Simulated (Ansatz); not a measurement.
# AgBrH3N (SMILES [NH3+][Ag-][Br]): functionals against CCSD(T) at one geometry

One table from this session's results is given with a row withheld; the runs are named, their logs left out.

The runs use Ansatz 0.2.0, Gaussian basis; single points in def2-TZVPP.

Correlated methods freeze the cores. Filled d shells of the heavier atoms are correlated. Core potentials replace the inner electrons past krypton, and spin-orbit coupling is left out.

## The system as given

6 atoms, charge 0, spin multiplicity 1.

Atoms are counted from 1 here; the program's logs count them from 0.

Bond lengths: N1–Ag2 2.314 Å, N1–H4 1.038 Å, N1–H5 0.985 Å, N1–H6 1.032 Å, Ag2–Br3 2.387 Å. Angles: Ag2–N1–H4 108.9°, Ag2–N1–H5 112.1°, Ag2–N1–H6 110.6°, H4–N1–H5 116.1°, H4–N1–H6 104.2°, H5–N1–H6 104.5°, N1–Ag2–Br3 177.1°.

Geometry (Å):

```mol
AgBrH3N
  3D, bonds by distance, orders not assigned

  6  5  0  0  0  0  0  0  0  0999 V2000
   -0.6722    0.5974   -0.4238 N   0  0
    0.9094   -0.8331    0.4756 Ag  0  0
    2.5816   -2.2153    1.4701 Br  0  0
   -1.1567    0.1155   -1.2054 H   0  0
   -0.2956    1.4845   -0.6281 H   0  0
   -1.4217    0.7862    0.2607 H   0  0
  1  2  8  0
  1  4  8  0
  1  5  8  0
  1  6  8  0
  2  3  8  0
M  END
```

The first run:

run/in.yaml reads:

```yaml
crystal:
  periodic: [false, false, false]
  atoms:
    - {symbol: N, position_ang: [-0.672200, 0.597400, -0.423800]}
    - {symbol: Ag, position_ang: [0.909400, -0.833100, 0.475600]}
    - {symbol: Br, position_ang: [2.581600, -2.215300, 1.470100]}
    - {symbol: H, position_ang: [-1.156700, 0.115500, -1.205400]}
    - {symbol: H, position_ang: [-0.295600, 1.484500, -0.628100]}
    - {symbol: H, position_ang: [-1.421700, 0.786200, 0.260700]}
basis:
  gaussian: {orbitals: def2-TZVPP}
correlation: {method: ccsd_t}
```

The command line of these runs was not kept.

Among the steps run: CCSD(T)/def2-TZVPP; PBE0-D4/def2-TZVPP; wB97M-V/def2-TZVPP; r2SCAN-D4/def2-TZVPP; PBE-D4/def2-TZVPP; CAM-B3LYP-D4/def2-TZVPP; wB97X-V/def2-TZVPP.

One of the session's tables, all rows but one given; the rest of the session is left out.

```
      method  RMS force component (eV/Å)  dipole (D)
     PBE0-D4                       0.835        9.39
     wB97M-V                       0.830        9.59
   r2SCAN-D4                       0.830        9.24
      PBE-D4                           ?           ?
CAM-B3LYP-D4                       0.836        9.51
     wB97X-V                       0.842        9.70
```

**Question.** Estimate the row for PBE-D4.

**Answer.** RMS force component (eV/Å): 0.832; dipole (D): 8.93. In the column «RMS force component (eV/Å)» it lies between r2SCAN-D4 (0.830) and PBE0-D4 (0.835).
